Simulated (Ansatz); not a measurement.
Working through a rigid torsion scan of C₂H₇AlClN, SMILES C[CH2][Al]([NH2])[Cl]

Computed with the Python package of Ansatz (0.2.0).

Interactive session:
```pycon
>>> import ansatz as az
>>> from ase import Atoms
>>> BASIS = "def2-SVP"
>>> FUNCTIONAL = "pbe0"
>>> FMAX = 0.02
>>> atoms = Atoms(["C", "C", "Al", "N", "Cl", "H", "H", "H", "H", "H", "H", "H"], positions=[
...     (-1.7519, -0.03, -0.1787),
...     (-0.4668, -0.6337, -0.5256),
...     (1.025, 0.6183, -0.1778),
...     (2.4798, 0.1461, 1.0971),
...     (1.1667, 2.5515, -1.2303),
...     (-1.9556, 0.9397, -0.8116),
...     (-2.5944, -0.7001, -0.3973),
...     (-1.7989, 0.3079, 0.8783),
...     (-0.4391, -0.8961, -1.5562),
...     (-0.3233, -1.5431, 0.1147),
...     (1.9066, -0.0512, 2.0255),
...     (2.8288, -0.7644, 0.7959),
... ])
>>> first = (
...     az.Crystal.molecule_from_ase(atoms).calculation()
...     .basis(gaussian=BASIS)
...     .functional(FUNCTIONAL)
...     .relax(force_tolerance=FMAX, max_steps=80)
... )
>>> atoms.positions = first.run().report["positions_ang"]
>>> start = atoms.get_dihedral(1, 2, 3, 10)
>>> energies = {}
>>> for turn in range(0, 360, 30):
...     turned = atoms.copy()
...     turned.set_dihedral(1, 2, 3, 10, start + turn, indices=[3, 10, 11])
...     calculation = (
...         az.Crystal.molecule_from_ase(turned).calculation()
...         .basis(gaussian=BASIS)
...         .functional(FUNCTIONAL)
...     )
...     energies[round((start + turn) % 360)] = calculation.run().report["free_energy_ev"]
...
>>> floor = min(energies.values())
>>> print("dihedral C1-Al2-N3-H10 (deg)   E - E(min) (kJ/mol)")
dihedral C1-Al2-N3-H10 (deg)   E - E(min) (kJ/mol)
>>> for angle, e in sorted(energies.items()):
...     print(f"{angle:8d} {96.485332 * (e - floor):14.3f}  " + "#" * int(30 * (e - floor) / max(max(energies.values()) - floor, 1e-9)))
...
      28          8.832  #######
      58         27.608  #####################
      88         37.724  #############################
     118         27.726  ######################
     148          8.932  #######
     178          0.000
     208          8.856  #######
     238         27.669  #####################
     268         37.794  ##############################
     298         27.785  ######################
     328          8.978  #######
     358          0.020
```

The scan is rigid and the energies are electronic, in a modest basis. With rigid groups the curve can differ much from the relaxed path, the start wasn't checked as a minimum of this torsion, and equivalent turns needn't return to the same energy. Finished in 2.6 min on 1 thread of Arm Neoverse V2, on a shared host, peak memory 0.33 GiB.
